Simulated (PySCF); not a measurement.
# CrH12O6 (+3): ligand-field states, part 2 of 2

PySCF 2.14.0. Atoms count from 0. The steps go on from the part before.

## 5. Ligand-field states: state-averaged CASSCF (axial bond length × 1.05)

The job: settings as JSON, then the geometry in Å.

```
{"job": {"kind": "lf", "basis": {"metal": "x2c-TZVPall", "ligand": "x2c-SVPall"}, "nevpt": true, "reuse": true}, "charge": 3, "metal": "Cr", "open_shell": "d3"}
Cr     0.000000     0.000000     0.000000
O      0.000000     0.000000     2.073700
H      0.775000     0.000000     2.648700
H     -0.775000     0.000000     2.648700
O      0.000000     0.000000    -2.073700
H      0.775000     0.000000    -2.648700
H     -0.775000     0.000000    -2.648700
O      1.975000     0.000000     0.000000
H      2.550000     0.775000     0.000000
H      2.550000    -0.775000     0.000000
O     -1.975000     0.000000     0.000000
H     -2.550000     0.775000     0.000000
H     -2.550000    -0.775000     0.000000
O      0.000000     1.975000     0.000000
H      0.000000     2.550000     0.775000
H      0.000000     2.550000    -0.775000
O     -0.000000    -1.975000     0.000000
H     -0.000000    -2.550000     0.775000
H     -0.000000    -2.550000    -0.775000
```

Method: state-averaged CASSCF of the metal d shell, SC-NEVPT2 on the averaged canonical orbitals, state-interaction spin-orbit coupling.

What it wrote:

```text
basis functions 192, electrons 81, active (3e, 5o)
start from the orbitals of the previous structure
stage 1: DIIS on the effective Fock matrix, level shift 0.30
cycle   1  E = -1501.9465267325  dE = -1.502e+03  max|g| = 3.537e+00
cycle   2  E = -1504.5950279444  dE = -2.649e+00  max|g| = 2.760e-01
cycle   3  E = -1504.6968900573  dE = -1.019e-01  max|g| = 9.192e-02
cycle   4  E = -1504.6921249369  dE =  4.765e-03  max|g| = 1.375e-01
cycle   5  E = -1504.7019224610  dE = -9.798e-03  max|g| = 9.544e-02
cycle   6  E = -1504.7099235345  dE = -8.001e-03  max|g| = 1.995e-02
cycle   7  E = -1504.7103117530  dE = -3.882e-04  max|g| = 9.801e-03
cycle   8  E = -1504.7104230306  dE = -1.113e-04  max|g| = 5.235e-03
cycle   9  E = -1504.7104338450  dE = -1.081e-05  max|g| = 4.534e-03
cycle  10  E = -1504.7104352963  dE = -1.451e-06  max|g| = 3.982e-03
cycle  11  E = -1504.7104381479  dE = -2.852e-06  max|g| = 3.746e-03
cycle  12  E = -1504.7104412461  dE = -3.098e-06  max|g| = 2.992e-03
cycle  13  E = -1504.7104434139  dE = -2.168e-06  max|g| = 2.615e-03
cycle  14  E = -1504.7104433534  dE =  6.044e-08  max|g| = 2.634e-03
cycle  15  E = -1504.7104448155  dE = -1.462e-06  max|g| = 2.383e-03
cycle  16  E = -1504.7104452933  dE = -4.778e-07  max|g| = 2.131e-03
cycle  17  E = -1504.7104458001  dE = -5.068e-07  max|g| = 1.945e-03
cycle  18  E = -1504.7104461490  dE = -3.489e-07  max|g| = 1.905e-03
cycle  19  E = -1504.7104458485  dE =  3.006e-07  max|g| = 2.159e-03
cycle  20  E = -1504.7104469080  dE = -1.060e-06  max|g| = 2.158e-03
cycle  21  E = -1504.7104473588  dE = -4.508e-07  max|g| = 1.948e-03
cycle  22  E = -1504.7104476609  dE = -3.020e-07  max|g| = 1.706e-03
cycle  23  E = -1504.7104481439  dE = -4.831e-07  max|g| = 1.386e-03
cycle  24  E = -1504.7104487060  dE = -5.621e-07  max|g| = 1.212e-03
cycle  25  E = -1504.7104488341  dE = -1.281e-07  max|g| = 1.056e-03
cycle  26  E = -1504.7104483989  dE =  4.352e-07  max|g| = 1.306e-03
stage 2: quasi-Newton rotations from the point of smallest gradient
cycle  28  E = -1504.7104495677  dE = -7.336e-07  max|g| = 2.354e-04
cycle  29  E = -1504.7104496500  dE = -8.233e-08  max|g| = 1.030e-04
cycle  30  E = -1504.7104496605  dE = -1.048e-08  max|g| = 1.752e-05
cycle  31  E = -1504.7104496610  dE = -4.682e-10  max|g| = 4.299e-06
converged average energy = -1504.7104496610

 mult deg   label        CASSCF/cm-1   NEVPT2/cm-1
   4   1   4Ag                 0.0           0.0
   4   1   4B2g            12865.2       14801.0
   4   1   4B3g            13535.1       15663.3
   2   1   2Ag             19180.6       17438.6
   2   1   2Ag             19307.6       17562.3
   4   1   4B1g            15383.3       17634.2
   2   1   2B2g            20197.8       18503.4
   2   1   2B1g            20259.6       18546.2
   2   1   2B3g            20263.1       18596.0
   4   1   4B1g            20911.3       22516.0
   4   1   4B2g            22873.8       25126.8
   2   1   2B2g            27288.2       25353.0
   2   1   2B1g            27225.9       25366.9
   2   1   2B3g            27412.4       25451.4
   4   1   4B3g            23088.0       25647.0
   2   1   2Ag             29934.4       30383.0
   2   1   2B2g            31706.0       31973.1
   2   1   2B3g            32273.0       32744.4
   2   1   2B2g            33883.4       33958.4
   2   1   2B1g            33847.8       34486.7
   2   1   2B3g            34446.1       34688.8
   2   1   2B1g            34600.0       35074.5
   2   1   2Ag             36019.3       35433.7
   2   1   2Ag             36784.3       36430.9
   4   1   4B3g            35905.7       36624.8
   4   1   4B1g            35317.4       36693.1
   4   1   4B2g            36064.9       37065.9
   2   1   2B1g            39185.9       38770.1
   2   1   2B2g            40444.3       40499.4
   2   1   2B3g            40902.6       41204.8
   2   1   2B1g            44685.2       44540.7
   2   1   2Ag             51363.5       48429.3
   2   1   2B3g            46574.0       48457.6
   2   1   2B2g            47077.7       48589.6
   2   1   2B3g            48484.6       48962.5
   2   1   2B1g            51764.0       49236.6
   2   1   2B2g            48763.6       49369.5
   2   1   2B1g            47922.8       50457.3
   2   1   2B3g            53451.9       51592.8
   2   1   2B2g            53424.9       51964.3
   2   1   2Ag             56502.2       56551.3
   2   1   2Ag             55820.1       57065.6
   2   1   2B3g            58979.9       57776.7
   2   1   2B2g            59421.7       58430.7
   2   1   2B1g            59555.4       58734.6
   2   1   2Ag             78367.1       73929.0
   2   1   2B3g            79269.7       74365.8
   2   1   2Ag             77806.6       74464.0
   2   1   2B2g            79963.1       75255.0
   2   1   2B1g            83167.8       78737.3

spin-orbit levels / cm-1
      0.00  x2  4Ag 1.00
      0.39  x2  4Ag 1.00
  14767.42  x2  4B2g 0.98
  14800.98  x2  4B2g 0.99
  15630.95  x2  4B3g 0.97
  15669.02  x2  4B3g 0.99
  17339.65  x2  2Ag 0.54 4B1g 0.44
  17483.81  x2  2Ag 0.95
  17621.53  x2  4B1g 0.97
  17848.91  x2  4B1g 0.54 2Ag 0.43
  18489.86  x2  2B2g 0.68 2B3g 0.24 2B1g 0.04
  18523.80  x2  2B1g 0.72 2B2g 0.15 2B3g 0.10
  18662.47  x2  2B3g 0.63 2B1g 0.23 2B2g 0.13
  22516.57  x2  4B1g 0.99
  22521.07  x2  4B1g 0.99
  25044.29  x2  4B2g 0.75 2B1g 0.19 4B3g 0.05
  25087.88  x2  4B2g 0.83 2B3g 0.13
  25282.25  x2  2B2g 0.76 4B3g 0.19
  25377.95  x2  2B1g 0.55 4B2g 0.23 2B3g 0.11
  25573.13  x2  2B3g 0.69 4B2g 0.16 4B3g 0.09
  25710.94  x2  4B3g 0.87 2B1g 0.07 2B2g 0.04
  25792.96  x2  4B3g 0.72 2B2g 0.15 2B1g 0.11
  30409.14  x2  2Ag 0.99
  31979.98  x2  2B2g 1.00
  32749.17  x2  2B3g 1.00
  33938.46  x2  2B2g 0.98
  34489.57  x2  2B1g 0.99
  34661.97  x2  2B3g 0.96
  35080.28  x2  2B1g 0.97
  35435.20  x2  2Ag 0.96
```

It took 16 s on 1 thread of Arm Neoverse V2, shared host; peak memory 0.48 GiB.

In short:

| quantity | value |
| --- | --- |
| spin-orbit constant ζ | 262 cm⁻¹ |

Powder susceptibility:

| T (K) | χT (cm³ K/mol) | μ(eff) |
| --- | --- | --- |
| 2 | 1.803 | 3.80 |
| 20 | 1.810 | 3.81 |
| 100 | 1.818 | 3.81 |
| 300 | 1.838 | 3.83 |

## 6. Ligand-field states: state-averaged CASSCF (axial bond length × 1.1)

The job, as its differences from that of step 5:

```diff
@@ -2,8 +2,8 @@
 Cr     0.000000     0.000000     0.000000
-O      0.000000     0.000000     2.073700
-H      0.775000     0.000000     2.648700
-H     -0.775000     0.000000     2.648700
-O      0.000000     0.000000    -2.073700
-H      0.775000     0.000000    -2.648700
-H     -0.775000     0.000000    -2.648700
+O      0.000000     0.000000     2.172500
+H      0.775000     0.000000     2.747500
+H     -0.775000     0.000000     2.747500
+O      0.000000     0.000000    -2.172500
+H      0.775000     0.000000    -2.747500
+H     -0.775000     0.000000    -2.747500
 O      1.975000     0.000000     0.000000
```

Method: state-averaged CASSCF of the metal d shell, SC-NEVPT2 on the averaged canonical orbitals, state-interaction spin-orbit coupling.

What it wrote:

```text
basis functions 192, electrons 81, active (3e, 5o)
start from the orbitals of the previous structure
stage 1: DIIS on the effective Fock matrix, level shift 0.30
cycle   1  E = -1504.2607783152  dE = -1.504e+03  max|g| = 1.772e+00
cycle   2  E = -1504.6916619711  dE = -4.309e-01  max|g| = 1.961e-01
cycle   3  E = -1504.7091027945  dE = -1.744e-02  max|g| = 3.904e-02
cycle   4  E = -1504.7097230797  dE = -6.203e-04  max|g| = 5.001e-02
cycle   5  E = -1504.7104179431  dE = -6.949e-04  max|g| = 3.852e-02
cycle   6  E = -1504.7109288503  dE = -5.109e-04  max|g| = 2.227e-02
cycle   7  E = -1504.7111168514  dE = -1.880e-04  max|g| = 8.979e-03
cycle   8  E = -1504.7111320766  dE = -1.523e-05  max|g| = 8.556e-03
cycle   9  E = -1504.7111241705  dE =  7.906e-06  max|g| = 1.036e-02
cycle  10  E = -1504.7110902320  dE =  3.394e-05  max|g| = 1.369e-02
cycle  11  E = -1504.7110135301  dE =  7.670e-05  max|g| = 1.909e-02
cycle  12  E = -1504.7108154583  dE =  1.981e-04  max|g| = 2.856e-02
cycle  13  E = -1504.7103159707  dE =  4.995e-04  max|g| = 4.386e-02
cycle  14  E = -1504.7090378853  dE =  1.278e-03  max|g| = 6.890e-02
cycle  15  E = -1504.7057445223  dE =  3.293e-03  max|g| = 1.096e-01
stage 2: quasi-Newton rotations from the point of smallest gradient
cycle  17  E = -1504.7111681607  dE = -3.608e-05  max|g| = 2.395e-03
cycle  18  E = -1504.7111723103  dE = -4.150e-06  max|g| = 8.250e-04
cycle  19  E = -1504.7111726818  dE = -3.714e-07  max|g| = 1.612e-04
cycle  20  E = -1504.7111727216  dE = -3.983e-08  max|g| = 2.731e-05
cycle  21  E = -1504.7111727235  dE = -1.851e-09  max|g| = 2.135e-05
cycle  22  E = -1504.7111727237  dE = -1.880e-10  max|g| = 4.639e-06
converged average energy = -1504.7111727237

 mult deg   label        CASSCF/cm-1   NEVPT2/cm-1
   4   1   4Ag                 0.0           0.0
   4   1   4B2g            10728.8       12307.1
   4   1   4B3g            11891.0       13814.7
   2   1   2Ag             19105.0       17378.1
   2   1   2Ag             19355.8       17627.2
   4   1   4B1g            15472.8       17720.4
   2   1   2B2g            20066.3       18337.8
   2   1   2B1g            20181.6       18413.6
   2   1   2B3g            20240.5       18602.8
   4   1   4B1g            18454.3       19644.2
   4   1   4B2g            22118.9       24575.9
   2   1   2B2g            26775.5       24996.6
   2   1   2B1g            26768.1       25112.0
   4   1   4B3g            22254.8       25134.2
   2   1   2B3g            27076.4       25206.0
   2   1   2Ag             28545.9       28679.7
   2   1   2B2g            29401.7       29272.7
   2   1   2B3g            30390.0       30639.8
   2   1   2B2g            32857.9       32494.4
   2   1   2B3g            33605.9       33518.6
   2   1   2B1g            33261.7       33698.9
   2   1   2Ag             34592.2       33705.2
   2   1   2B1g            33420.4       33753.4
   4   1   4B1g            33375.2       34646.0
   4   1   4B3g            34789.1       34995.6
   4   1   4B2g            34835.6       35428.8
   2   1   2Ag             36254.2       35910.5
   2   1   2B1g            37992.7       37517.2
   2   1   2B2g            39697.4       39912.9
   2   1   2B3g            40355.2       40954.6
   2   1   2B1g            41279.6       41111.6
   2   1   2B3g            44023.2       45767.7
   2   1   2B1g            49906.7       46590.4
   2   1   2B2g            45032.8       46792.5
   2   1   2Ag             50474.9       48180.8
   2   1   2B1g            46301.1       48614.5
   2   1   2B3g            48040.3       48620.1
   2   1   2B2g            48520.5       48881.0
   2   1   2B3g            52866.2       50583.3
   2   1   2B2g            52609.0       50767.9
   2   1   2Ag             53195.1       54269.5
   2   1   2Ag             54801.0       54501.8
   2   1   2B3g            56849.4       55059.5
   2   1   2B2g            57525.0       56092.7
   2   1   2B1g            57958.0       56964.1
   2   1   2B3g            77122.6       72076.6
   2   1   2Ag             77498.5       72275.2
   2   1   2Ag             75972.2       72567.9
   2   1   2B2g            78285.6       73588.1
   2   1   2B1g            83782.3       79462.3

spin-orbit levels / cm-1
      0.00  x2  4Ag 1.00
      0.93  x2  4Ag 1.00
  12287.30  x2  4B2g 0.99
  12312.13  x2  4B2g 1.00
  13803.93  x2  4B3g 0.99
  13824.36  x2  4B3g 0.99
  17386.49  x2  2Ag 0.72 2Ag 0.14 4B1g 0.13
  17423.24  x2  2Ag 0.44 4B1g 0.30 2Ag 0.26
  17700.81  x2  4B1g 0.96
  17909.67  x2  4B1g 0.54 2Ag 0.39 2B2g 0.04
  18327.95  x2  2B2g 0.78 2B3g 0.08 4B1g 0.05
  18401.97  x2  2B1g 0.86 2B2g 0.07 2B3g 0.05
  18631.61  x2  2B3g 0.81 2B1g 0.09 2B2g 0.05
  19664.49  x2  4B1g 0.98
  19687.76  x2  4B1g 0.97
  24545.30  x2  4B2g 0.91 2B1g 0.04
  24563.72  x2  4B2g 0.94 2B3g 0.03
  24872.02  x2  2B2g 0.63 4B3g 0.34
  25022.47  x2  2B1g 0.46 4B3g 0.37 4B2g 0.07
  25223.60  x2  4B3g 0.52 2B3g 0.27 2B1g 0.14
  25278.58  x2  4B3g 0.39 2B3g 0.38 2B2g 0.18
  25363.63  x2  4B3g 0.34 2B1g 0.31 2B3g 0.23
  28707.09  x2  2Ag 0.99
  29286.51  x2  2B2g 0.99
  30649.17  x2  2B3g 1.00
  32470.85  x2  2B2g 0.98
  33450.03  x2  2B3g 0.87 2Ag 0.08
  33652.63  x2  2B1g 0.46 2Ag 0.41 2B1g 0.08
  33749.71  x2  2B1g 0.43 2B1g 0.41 2Ag 0.14
  33807.96  x2  2B1g 0.47 2Ag 0.35 2B1g 0.12
```

Run time: 13 s. Hardware: 1 thread of Arm Neoverse V2, shared host; peak memory 0.48 GiB.

From this job:

| quantity | value |
| --- | --- |
| spin-orbit constant ζ | 262 cm⁻¹ |

Powder susceptibility:

| T (K) | χT (cm³ K/mol) | μ(eff) |
| --- | --- | --- |
| 2 | 1.772 | 3.76 |
| 20 | 1.802 | 3.80 |
| 100 | 1.811 | 3.81 |
| 300 | 1.833 | 3.83 |

## 7. Ligand-field states: state-averaged CASSCF (axial bond length × 1.2)

The job, as its differences from that of step 6:

```diff
@@ -2,8 +2,8 @@
 Cr     0.000000     0.000000     0.000000
-O      0.000000     0.000000     2.172500
-H      0.775000     0.000000     2.747500
-H     -0.775000     0.000000     2.747500
-O      0.000000     0.000000    -2.172500
-H      0.775000     0.000000    -2.747500
-H     -0.775000     0.000000    -2.747500
+O      0.000000     0.000000     2.370000
+H      0.775000     0.000000     2.945000
+H     -0.775000     0.000000     2.945000
+O      0.000000     0.000000    -2.370000
+H      0.775000     0.000000    -2.945000
+H     -0.775000     0.000000    -2.945000
 O      1.975000     0.000000     0.000000
```

Method: state-averaged CASSCF of the metal d shell, SC-NEVPT2 on the averaged canonical orbitals, state-interaction spin-orbit coupling.

What it wrote:

```text
basis functions 192, electrons 81, active (3e, 5o)
start from the orbitals of the previous structure
stage 1: DIIS on the effective Fock matrix, level shift 0.30
cycle   1  E = -1503.8349261831  dE = -1.504e+03  max|g| = 2.636e+00
cycle   2  E = -1504.6527173578  dE = -8.178e-01  max|g| = 2.419e-01
cycle   3  E = -1504.6918133622  dE = -3.910e-02  max|g| = 7.205e-02
cycle   4  E = -1504.6829260264  dE =  8.887e-03  max|g| = 1.721e-01
cycle   5  E = -1504.6727632499  dE =  1.016e-02  max|g| = 2.275e-01
cycle   6  E = -1504.6532182543  dE =  1.954e-02  max|g| = 3.027e-01
cycle   7  E = -1504.5496494052  dE =  1.036e-01  max|g| = 5.866e-01
cycle   8  E = -1504.1976631529  dE =  3.520e-01  max|g| = 9.809e-01
cycle   9  E = -1503.9185846401  dE =  2.791e-01  max|g| = 8.243e-01
cycle  10  E = -1503.7504223469  dE =  1.682e-01  max|g| = 7.020e-01
cycle  11  E = -1503.8449548979  dE = -9.453e-02  max|g| = 7.546e-01
cycle  12  E = -1503.9064353876  dE = -6.148e-02  max|g| = 9.381e-01
cycle  13  E = -1503.9276453156  dE = -2.121e-02  max|g| = 1.036e+00
cycle  14  E = -1503.8603591594  dE =  6.729e-02  max|g| = 1.136e+00
cycle  15  E = -1503.9566076927  dE = -9.625e-02  max|g| = 1.146e+00
stage 2: quasi-Newton rotations from the point of smallest gradient
cycle  17  E = -1504.6993851112  dE = -7.572e-03  max|g| = 1.752e-02
cycle  18  E = -1504.6999330225  dE = -5.479e-04  max|g| = 9.433e-03
cycle  19  E = -1504.7000281085  dE = -9.509e-05  max|g| = 1.364e-03
cycle  20  E = -1504.7000315273  dE = -3.419e-06  max|g| = 4.055e-04
cycle  21  E = -1504.7000318794  dE = -3.521e-07  max|g| = 1.613e-04
cycle  22  E = -1504.7000319149  dE = -3.551e-08  max|g| = 2.765e-05
cycle  23  E = -1504.7000319169  dE = -1.998e-09  max|g| = 1.784e-05
cycle  24  E = -1504.7000319172  dE = -2.242e-10  max|g| = 4.070e-06
converged average energy = -1504.7000319172

 mult deg   label        CASSCF/cm-1   NEVPT2/cm-1
   4   1   4Ag                 0.0           0.0
   4   1   4B2g             7484.3        8409.7
   4   1   4B3g             9273.5       10766.0
   4   1   4B1g            14776.6       15262.3
   2   1   2Ag             18905.2       17193.5
   2   1   2Ag             19393.1       17693.1
   4   1   4B1g            15667.9       17902.8
   2   1   2B2g            19732.8       17912.4
   2   1   2B1g            19937.9       18041.7
   2   1   2B3g            20135.7       18542.9
   4   1   4B3g            20634.0       23599.5
   4   1   4B2g            20982.4       23683.6
   2   1   2B2g            25162.1       23932.1
   2   1   2B1g            25741.5       24422.7
   2   1   2B3g            26173.3       24645.2
   2   1   2B2g            26327.0       25080.8
   2   1   2Ag             26288.9       25783.6
   2   1   2B3g            27573.6       27148.9
   2   1   2B1g            30519.8       29969.7
   2   1   2B2g            31286.0       30230.7
   2   1   2Ag             32153.0       30640.8
   2   1   2B3g            31790.6       31010.1
   2   1   2B1g            31492.9       31432.0
   4   1   4B1g            30641.2       31655.5
   4   1   4B2g            33384.1       33351.1
   4   1   4B3g            33867.6       33612.0
   2   1   2Ag             35588.9       35215.5
   2   1   2B1g            37037.1       36574.2
   2   1   2B1g            37236.8       36932.3
   2   1   2B2g            38608.1       39048.2
   2   1   2B3g            38917.7       39591.9
   2   1   2B3g            40824.5       42086.8
   2   1   2B2g            42105.9       43538.1
   2   1   2B1g            47663.5       43620.4
   2   1   2B1g            44033.5       45910.9
   2   1   2B3g            47210.1       47655.0
   2   1   2Ag             47319.4       48303.1
   2   1   2B2g            48130.1       48613.3
   2   1   2Ag             50696.3       48659.2
   2   1   2B2g            51614.2       49213.2
   2   1   2B3g            52406.5       50088.8
   2   1   2B3g            53929.7       51038.6
   2   1   2Ag             52683.4       51721.0
   2   1   2B2g            54609.7       52166.0
   2   1   2B1g            55675.4       54335.8
   2   1   2Ag             73342.1       69781.6
   2   1   2B3g            74899.3       69906.6
   2   1   2Ag             77019.3       71158.5
   2   1   2B2g            76610.5       72176.2
   2   1   2B1g            84967.1       80826.0

spin-orbit levels / cm-1
      0.00  x2  4Ag 1.00
      2.59  x2  4Ag 1.00
   8400.10  x2  4B2g 0.99
   8421.75  x2  4B2g 1.00
  10767.04  x2  4B3g 0.99
  10781.01  x2  4B3g 1.00
  15251.11  x2  4B1g 0.99
  15267.68  x2  4B1g 0.99
  17198.08  x2  2Ag 0.97
  17522.05  x2  2Ag 0.69 4B1g 0.31
  17824.86  x2  4B1g 0.55 2B2g 0.42
  17940.89  x2  4B1g 0.54 2B2g 0.28 2B3g 0.07
  18035.23  x2  2B1g 0.87 4B1g 0.09
  18118.33  x2  4B1g 0.47 2B2g 0.26 2Ag 0.20
  18604.75  x2  2B3g 0.91 4B1g 0.04
  23532.61  x2  4B3g 0.79 2B2g 0.09 4B2g 0.09
  23565.87  x2  4B3g 0.81 4B2g 0.14 2B2g 0.03
  23688.15  x2  4B2g 0.94
  23730.63  x2  4B2g 0.78 4B3g 0.21
  23994.21  x2  2B2g 0.86 4B3g 0.13
  24459.02  x2  2B1g 0.91 2B3g 0.06
  24697.10  x2  2B3g 0.91 2B1g 0.05
  25119.83  x2  2B2g 0.98
  25829.69  x2  2Ag 0.98
  27171.46  x2  2B3g 0.99
  29990.67  x2  2B1g 0.99
  30200.88  x2  2B2g 0.97
  30632.79  x2  2Ag 0.90 2B3g 0.07
  30957.68  x2  2B3g 0.82 2Ag 0.08 4B1g 0.06
  31466.44  x2  2B1g 0.94
```

Wall time 13 s (1 thread of Arm Neoverse V2, shared host); peak memory 0.48 GiB.

In short:

```
             quantity     value
spin-orbit constant ζ  262 cm⁻¹
```

Powder susceptibility:

```csv
T (K),χT (cm³ K/mol),μ(eff)
2,1.615,3.59
20,1.778,3.77
100,1.793,3.79
300,1.822,3.82
```

## 8. Ligand field across the series

From the NEVPT2 states (cm⁻¹; the spread is that of the fitted one-electron ligand-field levels):

| step | setting | ground state | next state | orbital spread | Racah B | ζ | μ(eff), 300 K |
| --- | --- | --- | --- | --- | --- | --- | --- |
| 2 | as given | 4Ag | 2Eg at 17467 | 15643 | 1031 | 261 | 3.84 |
| 3 | axial bond length × 0.9 | 4Ag | 2Ag at 17111 | 25137 | 1031 | 258 | 3.84 |
| 4 | axial bond length × 0.95 | 4Ag | 2Ag at 17322 | 19929 | 1036 | 260 | 3.84 |
| 5 | axial bond length × 1.05 | 4Ag | 4B2g at 14801 | 16657 | 1017 | 262 | 3.83 |
| 6 | axial bond length × 1.1 | 4Ag | 4B2g at 12307 | 17477 | 1000 | 262 | 3.83 |
| 7 | axial bond length × 1.2 | 4Ag | 4B2g at 8410 | 18762 | 977 | 262 | 3.82 |

## 9. Outcome

What follows sums up all 2 parts.

| quantity | value |
| --- | --- |
| spin-orbit constant ζ (step 2, state-averaged CASSCF) | 261 cm⁻¹ |
| ground multiplicity, μ(eff) at 300 K (step 2, 6 donors at 1.98 Å) | 4, 3.84 μB |
| ground multiplicity, μ(eff) at 300 K (step 3, 6 donors at 1.78 to 1.98 Å) | 4, 3.84 μB |
| ground multiplicity, μ(eff) at 300 K (step 4, 6 donors at 1.88 to 1.98 Å) | 4, 3.84 μB |
| ground multiplicity, μ(eff) at 300 K (step 5, 6 donors at 1.98 to 2.07 Å) | 4, 3.83 μB |
| ground multiplicity, μ(eff) at 300 K (step 6, 6 donors at 1.98 to 2.17 Å) | 4, 3.83 μB |
| ground multiplicity, μ(eff) at 300 K (step 7, 6 donors at 1.98 to 2.37 Å) | 4, 3.82 μB |

**Reading.** In step 2, χT goes from 1.82 at 2 K to 1.84 cm³ K/mol at 300 K: nearly flat, so one level governs the whole range. The spread of the ligand-field levels runs from 15643 cm⁻¹ (as given) to 25137 cm⁻¹ (axial bond length × 0.9); μ(eff) at 300 K: 3.82 to 3.84 μB.
